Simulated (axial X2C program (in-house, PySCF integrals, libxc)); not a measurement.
# A two-component session on MoH⁺: properties at the nuclei

Wanted for MoH⁺: properties at the nuclei, at the two-component level.

The runs use an in-house X2C program for linear molecules on PySCF integrals; two-component X2C with atomic mean-field terms, Mo dyall-cv3z, H dyall-v3z.

All values are calculated.

**1. Set-up**

task.json reads:

```json
{"zs": [42, 1], "q": 1, "bas": ["dyall-cv3z", "dyall-v3z"], "r0": 1.7, "levels": ["PBE0", "HF", "B3LYP", "BHandHLYP", "PBE"], "nst": 3}
```

Keys: zs atomic numbers; q charge; bas basis sets; r0 starting distance in Å; levels methods (HF also brings MP2); nst determinants followed.

Started as:

```bash
python soeom.py task.json out
```

Further steps of the session: Expectation values, lowest determinant; Expectation values, a higher determinant; Expectation values, a higher determinant.

What does the calculation give? Wanted: lowest determinant; Eeff magnitude; Ws magnitude Mo; A∥/gI Mo; qzz Mo; higher determinant (for each run or level that gives them).

**Answer**, as computed:

| quantity | value |
| --- | --- |
| lowest determinant | Ω = 2 (excess of +ω over −ω: ω = -1/2, ω = 5/2) |
| Eeff magnitude (GV/cm), PBE0 | 0.611 |
| Ws magnitude Mo (kHz), PBE0 | 0.163 |
| A∥/gI Mo (MHz), PBE0 | -483 |
| qzz Mo (a.u.), PBE0 | 0.01 |
| higher determinant | Ω = 1 (excess of +ω over −ω: ω = -3/2, ω = 5/2) |
| Eeff magnitude (GV/cm), PBE0, higher determinant | 2.07 |
| Ws magnitude Mo (kHz), PBE0, higher determinant | 0.929 |
| A∥/gI Mo (MHz), PBE0, higher determinant | 1110 |
| qzz Mo (a.u.), PBE0, higher determinant | 0.15 |
| higher determinant | Ω = 3 (excess of +ω over −ω: ω = 1/2, ω = 5/2) |
| Eeff magnitude (GV/cm), PBE0, higher determinant | 2.15 |
| Ws magnitude Mo (kHz), PBE0, higher determinant | 0.316 |
| A∥/gI Mo (MHz), PBE0, higher determinant | 628 |
| qzz Mo (a.u.), PBE0, higher determinant | 0.21 |

What this shows: In the first state, the effective field runs from 0.508 to 0.671 GV/cm over the mean-field levels. The expectation values come from single determinants, which for open shells can mix terms of unlike spin or miss the lowest Ω, so a determinant need not be a state. Eeff is the effective electric field on the electron dipole moment in this Ω state and Ws the scalar–pseudoscalar constant (defined with the proton number Z and per Ω); A∥ is the parallel hyperfine constant, which follows by multiplying with the nuclear g factor gI = μI/(I μN); qzz is the electric field gradient, eQq0 = 234.96 MHz × Q/barn × qzz. The operators were transformed with the bare-nucleus X2C matrices.
